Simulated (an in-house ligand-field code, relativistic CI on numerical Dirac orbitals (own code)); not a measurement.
# d3 in a ligand field: terms against the cubic field

Which terms of d3 lie lowest for given Racah parameters and ligand field?

Method: parametric ligand-field model of a d^n configuration (Racah B and C, spin-orbit zeta, crystal field), exact diagonalisation. Code: an in-house ligand-field code version 1.

### 1 The system

| Quantity | Value |
| --- | --- |
| shell | d3 |
| set 1 (cm⁻¹) | B = 1000, C = 3530, Oh, 10Dq = 33000 |
| set 2 (cm⁻¹) | B = 1000, C = 3530, Oh, 10Dq = 35000 |
| set 3 (cm⁻¹) | B = 1000, C = 3530, Oh, 10Dq = 37000 |
| set 4 (cm⁻¹) | B = 1000, C = 3530, Oh, 10Dq = 39000 |
| set 5 (cm⁻¹) | B = 1000, C = 3530, Oh, 10Dq = 41000 |
| set 6 (cm⁻¹) | B = 1000, C = 3530, Oh, 10Dq = 43000 |
| set 7 (cm⁻¹) | B = 1000, C = 3530, Oh, 10Dq = 45000 |
| set 8 (cm⁻¹) | B = 1000, C = 3530, Oh, 10Dq = 47000 |

### 2 Set 1

Settings, as recorded:

```ini
n = 3
racah_B = 1000  # cm-1
racah_C = 3530  # cm-1
zeta = 0  # cm-1
symmetry = Oh
field = {"10Dq": 33000}  # cm-1
```

### 3 Set 2

Settings, as recorded:

```ini
n = 3
racah_B = 1000  # cm-1
racah_C = 3530  # cm-1
zeta = 0  # cm-1
symmetry = Oh
field = {"10Dq": 35000}  # cm-1
```

### 4 Set 3

Settings, as recorded:

```ini
n = 3
racah_B = 1000  # cm-1
racah_C = 3530  # cm-1
zeta = 0  # cm-1
symmetry = Oh
field = {"10Dq": 37000}  # cm-1
```

### 5 Set 4

Settings, as recorded:

```ini
n = 3
racah_B = 1000  # cm-1
racah_C = 3530  # cm-1
zeta = 0  # cm-1
symmetry = Oh
field = {"10Dq": 39000}  # cm-1
```

### 6 Set 5

Settings, as recorded:

```ini
n = 3
racah_B = 1000  # cm-1
racah_C = 3530  # cm-1
zeta = 0  # cm-1
symmetry = Oh
field = {"10Dq": 41000}  # cm-1
```

### 7 Set 6

Settings, as recorded:

```ini
n = 3
racah_B = 1000  # cm-1
racah_C = 3530  # cm-1
zeta = 0  # cm-1
symmetry = Oh
field = {"10Dq": 43000}  # cm-1
```

### 8 Set 7

Settings, as recorded:

```ini
n = 3
racah_B = 1000  # cm-1
racah_C = 3530  # cm-1
zeta = 0  # cm-1
symmetry = Oh
field = {"10Dq": 45000}  # cm-1
```

### 9 Set 8

Settings, as recorded:

```ini
n = 3
racah_B = 1000  # cm-1
racah_C = 3530  # cm-1
zeta = 0  # cm-1
symmetry = Oh
field = {"10Dq": 47000}  # cm-1
```

(Steps that only read results are left out.)

What does the calculation give? Wanted: lowest terms; sets at their largest spin, of those that allow S over 1.

**Answer**, as computed:

| set | 10Dq/B (size) | lowest | S | electrons in z² and x²-y² | first level of the same spin (cm⁻¹) |
| --- | --- | --- | --- | --- | --- |
| 1: Oh | 33.0 | 4A2 | 1.50 | 0.00 | 4T2 33000 |
| 2: Oh | 35.0 | 4A2 | 1.50 | 0.00 | 4T2 35000 |
| 3: Oh | 37.0 | 4A2 | 1.50 | 0.00 | 4T2 37000 |
| 4: Oh | 39.0 | 4A2 | 1.50 | 0.00 | 4T2 39000 |
| 5: Oh | 41.0 | 4A2 | 1.50 | 0.00 | 4T2 41000 |
| 6: Oh | 43.0 | 4A2 | 1.50 | 0.00 | 4T2 43000 |
| 7: Oh | 45.0 | 4A2 | 1.50 | 0.00 | 4T2 45000 |
| 8: Oh | 47.0 | 4A2 | 1.50 | 0.00 | 4T2 47000 |

| quantity | value |
| --- | --- |
| lowest terms | 1: 4A2, 2: 4A2, 3: 4A2, 4: 4A2, 5: 4A2, 6: 4A2, 7: 4A2, 8: 4A2 |
| sets at their largest spin, of those that allow S over 1 | 1, 2, 3, 4, 5, 6, 7, 8 |

What this shows: The lowest term stays 4A2 over this range. B, C and the field are free parameters here, not those of a compound.
